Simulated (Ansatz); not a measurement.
# Ta4Mo3: the cost of one run

Program: Ansatz 0.2.0. Level of theory: DFT PBE, scalar-relativistic, plane waves, PAW. These are calculated values, not measurements.

**1. The structure to begin with**

Symmetry: Pm-3m, No. 221, cubic system. Conventional cell: a = 5.290 Å, b = 5.290 Å, c = 5.290 Å, α = 90.00°, β = 90.00°, γ = 90.00°. Ta (site symmetry 4/mmm) has 2 Ta at 2.65 Å and 4 Mo at 2.65 Å in its first shell of neighbours. Ta (site symmetry m-3m) is surrounded by 6 Ta at 2.65 Å. Around Mo (site symmetry 4/mmm) lie 4 Ta at 2.65 Å.

As a file:

```
Ta Mo
1.0
     5.29030    0.00000    0.00000
     0.00000    5.29030    0.00000
     0.00000    0.00000    5.29030
Ta Mo
4 3
Cartesian
  2.6452 0.0000 0.0000
  0.0000 2.6452 0.0000
  0.0000 0.0000 2.6452
  0.0000 0.0000 0.0000
  0.0000 2.6452 2.6452
  2.6452 0.0000 2.6452
  2.6452 2.6452 0.0000
```

The cell is invented: random cell by space group and Wyckoff sites (Pm-3m, No. 221). The dimensions are guesses.

**2. The guess as it stands, on a coarse mesh**

The input, input.yaml:

```yaml
crystal:
  lattice:
    - [5.29030491, 0.0, 0.0]
    - [0.0, 5.29030491, 0.0]
    - [0.0, 0.0, 5.29030491]
  atoms:
    - { symbol: Ta, position: [0.5, 0.0, 0.0] }
    - { symbol: Ta, position: [0.0, 0.5, 0.0] }
    - { symbol: Ta, position: [0.0, 0.0, 0.5] }
    - { symbol: Ta, position: [0.0, 0.0, 0.0] }
    - { symbol: Mo, position: [0.0, 0.5, 0.5] }
    - { symbol: Mo, position: [0.5, 0.0, 0.5] }
    - { symbol: Mo, position: [0.5, 0.5, 0.0] }
basis:
  ecutwfc: 420
kpoints:
  mp_grid: { grid: [4, 4, 4] }
hamiltonian:
  xc: pbe
scf:
  occupations: { method: gaussian, width: 0.1 }
  lower_state_search: "off"
output:
  forces: true
  stress: true
  eigenvalues: true
```

Run with:

```sh
$ ansatz run input.yaml --threads 1 --pin off --max-ram 2560MiB --backend cpu --events-out ev --progress --plain --runs-dir out
```

What time and memory should one allow on 1 thread of Intel Xeon Platinum 8488C (Sapphire Rapids), shared host?

About 3.4 s, with a peak of 0.45 GiB.
